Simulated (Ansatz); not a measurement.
# EuIn3: the cost of one run

Program: Ansatz 0.2.0. Level of theory: DFT PBEsol, scalar-relativistic, plane waves, PAW. These are calculated values, not measurements.

**1. The system as given**

It takes space group Pm-3m (No. 221, cubic). The conventional cell has a = 4.636 Å, b = 4.636 Å, c = 4.636 Å, α = 90.00°, β = 90.00°, γ = 90.00°. Eu (site symmetry m-3m) is surrounded by 12 In at 3.28 Å. In (site symmetry 4/mmm) is surrounded by 4 Eu at 3.28 Å and 8 In at 3.28 Å.

Coordinates:

```
CELL_PARAMETERS angstrom
4.63576 0.00000 0.00000
0.00000 4.63576 0.00000
0.00000 0.00000 4.63576
ATOMIC_POSITIONS crystal
Eu 0.00000 0.00000 0.00000
In 0.00000 0.50000 0.50000
In 0.50000 0.50000 0.00000
In 0.50000 0.00000 0.50000
```

This cell comes from an earlier session at PBEsol: 24.906 Å³/atom at 0.00 GPa, on a 8×8×8 mesh.

The changes: atom 2 (In) moved 0.08 Å along x; strain e1 = +0.01, atoms carried along.

**2. Atom 2 (In) moved 0.08 Å along x**

The input, input.yaml:

```yaml
crystal:
  lattice:
    - [4.6357646459, 0.0, 0.0]
    - [0.0, 4.6357646459, 0.0]
    - [0.0, 0.0, 4.6357646459]
  atoms:
    - { symbol: Eu, position: [0.0, 0.0, 0.0], spin: 7.39 }
    - { symbol: In, position: [0.0172571315, 0.5, 0.5] }
    - { symbol: In, position: [0.5, 0.5, 0.0] }
    - { symbol: In, position: [0.5, 0.0, 0.5] }
basis:
  ecutwfc: 420
  ecutrho_ratio: 4
kpoints:
  mp_grid: { grid: [8, 8, 8] }
hamiltonian:
  xc: pbesol
scf:
  occupations: { method: gaussian, width: 0.05 }
  lower_state_search: "off"
output:
  forces: true
  stress: true
  eigenvalues: true
  populations: true
magnetization:
  spin_polarized: true
checkpoint:
  read: start.run
  write: ck
  compress: false
  write_wavefunctions: false
  write_every: 100000
```

start.run holds the converged state of the cell before the atoms were moved.

**Question.** How long does this run take on 4 threads of an Arm CPU, shared host, and how much memory does it need?

About 30 s, with a peak of 0.68 GiB.
